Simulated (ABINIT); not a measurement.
# ZrB (Fm-3m) in ABINIT: further runs

One crystal, ZrB, is run at these levels: PBE; tasks: equation of state.

Everything below comes from runs of ABINIT 10.8.3 (patched build). Logs are shortened: lines on timing, memory, paths and dates and some standing lists are left out, and cuts for length are marked. The log counts tension as positive stress, the text compression.

## 1. The crystal as given

Symmetry: Fm-3m, No. 225, cubic system. Conventional cell: a = 4.650 Å, b = 4.650 Å, c = 4.650 Å, α = 90.00°, β = 90.00°, γ = 90.00°. Zr (site symmetry m-3m) is surrounded by 6 B at 2.33 Å. B (site symmetry m-3m) has 6 Zr at 2.33 Å as nearest neighbours.

## 2. Equation of state, PBE

Input file run.abi:

```
# Datasets: one volume each
ndtset 7
getwfk -1
scalecart1 3*0.9795861087
scalecart2 3*0.9864848297
scalecart3 3*0.9932883884
scalecart4 3*1.0000000000
scalecart5 3*1.0066227096
scalecart6 3*1.0131594038
scalecart7 3*1.0196128224

# Pseudopotentials
pp_dirpath "./"
pseudos "Zr_ONCV_PBE-1.2.upf, B_ONCV_PBE-1.2.upf"

# Structure
acell 3*1.0 Angstrom
rprim
     0.0000000000     2.3250000000     2.3250000000
     2.3250000000     0.0000000000     2.3250000000
     2.3250000000     2.3250000000     0.0000000000
ntypat 2
znucl 40 5
natom 2
typat 1 2
xred
     0.0000000000     0.0000000000     0.0000000000
     0.5000000000     0.5000000000     0.5000000000

# Plane-wave basis
ecut 26.0

# k points
kptopt 1
ngkpt 10 10 10
nshiftk 1
shiftk 0.0 0.0 0.0

# Exchange and correlation
ixc 11

# Bands and occupations
nband 12
occopt 3
tsmear 0.00183747

# SCF cycle
nstep 100
tolvrs 1.0e-10

# Output
iomode 3
prtwf 1
prtden 0
prteig 0
prtebands 0
```

Potentials or basis: SG15 NC PBE v1.2.

The run is started by

```bash
$ abinit run.abi > log 2>&1
```

run.abo:

```text
.Version 10.8.3 of ABINIT
 DATASET    1 : space group Fm -3 m (#225); Bravais cF (face-center cubic)
================================================================================
 Values of the parameters that define the memory need for DATASET  1.
     intxc =       0    ionmov =       0      iscf =       7    lmnmax =       6
     lnmax =       6     mgfft =      30  mpssoang =       3    mqgrid =    3001
     natom =       2  nloc_mem =       1    nspden =       1   nspinor =       1
    nsppol =       1      nsym =      48    n1xccc =       0    ntypat =       2
    occopt =       3   xclevel =       2
       mpw =        1025          nfft =       27000          nkpt =          47
================================================================================
================================================================================
[... 61 lines left out ...]
 DATASET    7 : space group Fm -3 m (#225); Bravais cF (face-center cubic)
================================================================================
 Values of the parameters that define the memory need for DATASET  7.
     intxc =       0    ionmov =       0      iscf =       7    lmnmax =       6
     lnmax =       6     mgfft =      30  mpssoang =       3    mqgrid =    3001
     natom =       2  nloc_mem =       1    nspden =       1   nspinor =       1
    nsppol =       1      nsym =      48    n1xccc =       0    ntypat =       2
    occopt =       3   xclevel =       2
       mpw =        1159          nfft =       27000          nkpt =          47
================================================================================
================================================================================

--------------------------------------------------------------------------------
------------- Echo of variables that govern the present computation ------------
--------------------------------------------------------------------------------
 -outvars: echo values of preprocessed input variables --------
            acell      1.8897261259E+00  1.8897261259E+00  1.8897261259E+00 Bohr
              amu      9.12240000E+01  1.08110000E+01
             ecut      2.60000000E+01 Hartree
           getwfk          -1
              ixc          11
           jdtset        1    2    3    4    5    6    7
         kptrlatt       10    0    0      0   10    0      0    0   10
          kptrlen1     6.08666557E+01
          kptrlen2     6.12953082E+01
          kptrlen3     6.17180479E+01
          kptrlen4     6.21350744E+01
          kptrlen5     6.25465769E+01
          kptrlen6     6.29527349E+01
          kptrlen7     6.33537185E+01
            natom           2
            nband          12
           ndtset           7
            ngfft          30      30      30
             nkpt          47
            nstep         100
             nsym          48
           ntypat           2
           occopt           3
           prtden           0
        prtebands           0
           prteig           0
            rprim1     0.0000000000E+00  2.2775377027E+00  2.2775377027E+00
                       2.2775377027E+00  0.0000000000E+00  2.2775377027E+00
                       2.2775377027E+00  2.2775377027E+00  0.0000000000E+00
            rprim2     0.0000000000E+00  2.2935772291E+00  2.2935772291E+00
                       2.2935772291E+00  0.0000000000E+00  2.2935772291E+00
                       2.2935772291E+00  2.2935772291E+00  0.0000000000E+00
            rprim3     0.0000000000E+00  2.3093955030E+00  2.3093955030E+00
                       2.3093955030E+00  0.0000000000E+00  2.3093955030E+00
                       2.3093955030E+00  2.3093955030E+00  0.0000000000E+00
            rprim4     0.0000000000E+00  2.3250000000E+00  2.3250000000E+00
                       2.3250000000E+00  0.0000000000E+00  2.3250000000E+00
                       2.3250000000E+00  2.3250000000E+00  0.0000000000E+00
            rprim5     0.0000000000E+00  2.3403977998E+00  2.3403977998E+00
                       2.3403977998E+00  0.0000000000E+00  2.3403977998E+00
                       2.3403977998E+00  2.3403977998E+00  0.0000000000E+00
            rprim6     0.0000000000E+00  2.3555956138E+00  2.3555956138E+00
                       2.3555956138E+00  0.0000000000E+00  2.3555956138E+00
                       2.3555956138E+00  2.3555956138E+00  0.0000000000E+00
            rprim7     0.0000000000E+00  2.3705998121E+00  2.3705998121E+00
                       2.3705998121E+00  0.0000000000E+00  2.3705998121E+00
                       2.3705998121E+00  2.3705998121E+00  0.0000000000E+00
          spgroup         225
           tolvrs      1.00000000E-10
           tsmear      1.83747000E-03 Hartree
            typat      1  2
           xangst1     0.0000000000E+00  0.0000000000E+00  0.0000000000E+00
                       2.2775377027E+00  2.2775377027E+00  2.2775377027E+00
           xangst2     0.0000000000E+00  0.0000000000E+00  0.0000000000E+00
                       2.2935772291E+00  2.2935772291E+00  2.2935772291E+00
           xangst3     0.0000000000E+00  0.0000000000E+00  0.0000000000E+00
                       2.3093955030E+00  2.3093955030E+00  2.3093955030E+00
           xangst4     0.0000000000E+00  0.0000000000E+00  0.0000000000E+00
                       2.3250000000E+00  2.3250000000E+00  2.3250000000E+00
           xangst5     0.0000000000E+00  0.0000000000E+00  0.0000000000E+00
                       2.3403977998E+00  2.3403977998E+00  2.3403977998E+00
           xangst6     0.0000000000E+00  0.0000000000E+00  0.0000000000E+00
                       2.3555956138E+00  2.3555956138E+00  2.3555956138E+00
           xangst7     0.0000000000E+00  0.0000000000E+00  0.0000000000E+00
                       2.3705998121E+00  2.3705998121E+00  2.3705998121E+00
            xcart1     0.0000000000E+00  0.0000000000E+00  0.0000000000E+00
                       4.3039224996E+00  4.3039224996E+00  4.3039224996E+00
            xcart2     0.0000000000E+00  0.0000000000E+00  0.0000000000E+00
                       4.3342328115E+00  4.3342328115E+00  4.3342328115E+00
            xcart3     0.0000000000E+00  0.0000000000E+00  0.0000000000E+00
                       4.3641250171E+00  4.3641250171E+00  4.3641250171E+00
            xcart4     0.0000000000E+00  0.0000000000E+00  0.0000000000E+00
                       4.3936132427E+00  4.3936132427E+00  4.3936132427E+00
            xcart5     0.0000000000E+00  0.0000000000E+00  0.0000000000E+00
                       4.4227108673E+00  4.4227108673E+00  4.4227108673E+00
            xcart6     0.0000000000E+00  0.0000000000E+00  0.0000000000E+00
                       4.4514305735E+00  4.4514305735E+00  4.4514305735E+00
            xcart7     0.0000000000E+00  0.0000000000E+00  0.0000000000E+00
                       4.4797843990E+00  4.4797843990E+00  4.4797843990E+00
             xred      0.0000000000E+00  0.0000000000E+00  0.0000000000E+00
                       5.0000000000E-01  5.0000000000E-01  5.0000000000E-01
            znucl       40.00000    5.00000

================================================================================

 chkinp: Checking input parameters for consistency, jdtset=   1.

 chkinp: Checking input parameters for consistency, jdtset=   2.
[... 33 lines left out ...]
 getcut: wavevector=  0.0000  0.0000  0.0000  ngfft=  30  30  30
         ecut(hartree)=     26.000   => boxcut(ratio)=   2.14967

--- Pseudopotential description ------------------------------------------------
- pspini: atom type   1  psp file is ./Zr_ONCV_PBE-1.2.upf
12 -101130 2 -1 602                           pspcod,pspxc,lmax,lloc,mmax
     nproj     2     2     2

- pspini: atom type   2  psp file is ./B_ONCV_PBE-1.2.upf
12 -101130 1 -1 602                           pspcod,pspxc,lmax,lloc,mmax
     nproj     2     2     0

   3.31575899E+02                                ecore*ucvol(ha*bohr**3)
--------------------------------------------------------------------------------

================================================================================

--- !BeginCycle
iteration_state: {dtset: 1, }
solver: {iscf: 7, nstep: 100, nline: 4, wfoptalg: 0, }
tolerances: {tolvrs: 1.00E-10, }
...
[... 1016 lines left out ...]
-Cartesian components of stress tensor (GPa)         [Pressure=  1.9169E+01 GPa]
- sigma(1 1)= -1.91693506E+01  sigma(3 2)=  0.00000000E+00
- sigma(2 2)= -1.91693506E+01  sigma(3 1)=  0.00000000E+00
- sigma(3 3)= -1.91693506E+01  sigma(2 1)=  0.00000000E+00

== END DATASET(S) ==============================================================
================================================================================

 -outvars: echo values of variables after computation  --------
            acell      1.8897261259E+00  1.8897261259E+00  1.8897261259E+00 Bohr
           etotal1    -5.0274592316E+01
           etotal2    -5.0280350085E+01
           etotal3    -5.0285334905E+01
           etotal4    -5.0289611176E+01
           etotal5    -5.0293236041E+01
           etotal6    -5.0296265128E+01
           etotal7    -5.0298745828E+01
            fcart1    -0.0000000000E+00 -0.0000000000E+00 -0.0000000000E+00
                      -0.0000000000E+00 -0.0000000000E+00 -0.0000000000E+00
            fcart2    -0.0000000000E+00 -0.0000000000E+00 -0.0000000000E+00
                      -0.0000000000E+00 -0.0000000000E+00 -0.0000000000E+00
            fcart3    -0.0000000000E+00 -0.0000000000E+00 -0.0000000000E+00
                      -0.0000000000E+00 -0.0000000000E+00 -0.0000000000E+00
            fcart4    -0.0000000000E+00 -0.0000000000E+00 -0.0000000000E+00
                      -0.0000000000E+00 -0.0000000000E+00 -0.0000000000E+00
            fcart5    -0.0000000000E+00 -0.0000000000E+00 -0.0000000000E+00
                      -0.0000000000E+00 -0.0000000000E+00 -0.0000000000E+00
[... 38 lines left out ...]
                       0.0000000000E+00  0.0000000000E+00  0.0000000000E+00
           xangst1     0.0000000000E+00  0.0000000000E+00  0.0000000000E+00
                       2.2775377027E+00  2.2775377027E+00  2.2775377027E+00
           xangst2     0.0000000000E+00  0.0000000000E+00  0.0000000000E+00
                       2.2935772291E+00  2.2935772291E+00  2.2935772291E+00
           xangst3     0.0000000000E+00  0.0000000000E+00  0.0000000000E+00
                       2.3093955030E+00  2.3093955030E+00  2.3093955030E+00
           xangst4     0.0000000000E+00  0.0000000000E+00  0.0000000000E+00
                       2.3250000000E+00  2.3250000000E+00  2.3250000000E+00
           xangst5     0.0000000000E+00  0.0000000000E+00  0.0000000000E+00
                       2.3403977998E+00  2.3403977998E+00  2.3403977998E+00
           xangst6     0.0000000000E+00  0.0000000000E+00  0.0000000000E+00
                       2.3555956138E+00  2.3555956138E+00  2.3555956138E+00
           xangst7     0.0000000000E+00  0.0000000000E+00  0.0000000000E+00
                       2.3705998121E+00  2.3705998121E+00  2.3705998121E+00
             xred      0.0000000000E+00  0.0000000000E+00  0.0000000000E+00
                       5.0000000000E-01  5.0000000000E-01  5.0000000000E-01
 Calculation completed.
```

It took 78 s on 1 thread of Arm Neoverse V2, shared host; peak memory 0.1 GiB.

What came out:

```
Equilibrium volume : outside the volumes run
```

Energy against volume, from the lowest point:
```
volume (Å³/atom)  energy (meV/atom)
          11.814             328.63
          12.065             250.29
          12.317             182.46
          12.568             124.28
          12.819              74.96
          13.071              33.75
          13.322               0.00
```

## 3. Equation of state, PBE

Changes to run.abi since step 2:

```diff
@@ -13,3 +13,3 @@
 pp_dirpath "./"
-pseudos "Zr_ONCV_PBE-1.2.upf, B_ONCV_PBE-1.2.upf"
+pseudos "Zr.upf, B.upf"
 
@@ -30,3 +30,3 @@
 # Plane-wave basis
-ecut 26.0
+ecut 41.0
```

Potentials or basis: Ansatz NC PBE.

The run is started by

```bash
$ abinit run.abi > log 2>&1
```

Run time: 3 min. Hardware: 1 thread of Arm Neoverse V2, shared host; peak memory 0.12 GiB.

It converged, with:

```yaml
Equilibrium_volume: outside the volumes run
```

Energy against volume, from the lowest point:
```csv
volume (Å³/atom),energy (meV/atom)
11.814,332.96
12.065,253.83
12.317,185.23
12.568,126.31
12.819,76.28
13.071,34.40
13.322,0.00
```

## 4. Equation of state, PBE

Changes to run.abi since step 3:

```diff
@@ -13,3 +13,3 @@
 pp_dirpath "./"
-pseudos "Zr.upf, B.upf"
+pseudos "40_Zr_12_2.0_2.5_pbe_n_v1.0.psp8, 05_B_3_1.5_1.7_pbe_n_v1.0.psp8"
 
@@ -30,3 +30,3 @@
 # Plane-wave basis
-ecut 41.0
+ecut 30.0
```

Potentials or basis: SPMS NC PBE v1.0.

The run is started by

```bash
$ abinit run.abi > log 2>&1
```

It took 94 s on 1 thread of Arm Neoverse V2, shared host; peak memory 0.1 GiB.

Results (log left out):

```
Equilibrium volume : outside the volumes run
```

Energy against volume, from the lowest point:
```tsv
volume (Å³/atom)	energy (meV/atom)
11.814	334.15
12.065	254.79
12.317	185.98
12.568	126.87
12.819	76.64
13.071	34.58
13.322	0.00
```

## 5. Equation of state, PBE

Changes to run.abi since step 4:

```diff
@@ -13,3 +13,3 @@
 pp_dirpath "./"
-pseudos "40_Zr_12_2.0_2.5_pbe_n_v1.0.psp8, 05_B_3_1.5_1.7_pbe_n_v1.0.psp8"
+pseudos "Zr.GGA_PBE-JTH.xml, B.GGA_PBE-JTH.xml"
 
@@ -30,3 +30,5 @@
 # Plane-wave basis
-ecut 30.0
+ecut 17.0
+pawecutdg 34.0
+pawxcdev 0
 
@@ -48,3 +50,3 @@
 nstep 100
-tolvrs 1.0e-10
+tolvrs 1.0e-9
```

Potentials or basis: JTH PAW PBE v2.0.

The run is started by

```bash
$ abinit run.abi > log 2>&1
```

Run time: 52 s. Hardware: 1 thread of Arm Neoverse V2, shared host; peak memory 0.14 GiB.

Results (log left out):

* Equilibrium volume: outside the volumes run

Energy against volume, from the lowest point:
```csv
volume (Å³/atom),energy (meV/atom)
11.814,332.58
12.065,253.53
12.317,185.00
12.568,126.15
12.819,76.18
13.071,34.34
13.322,0.00
```
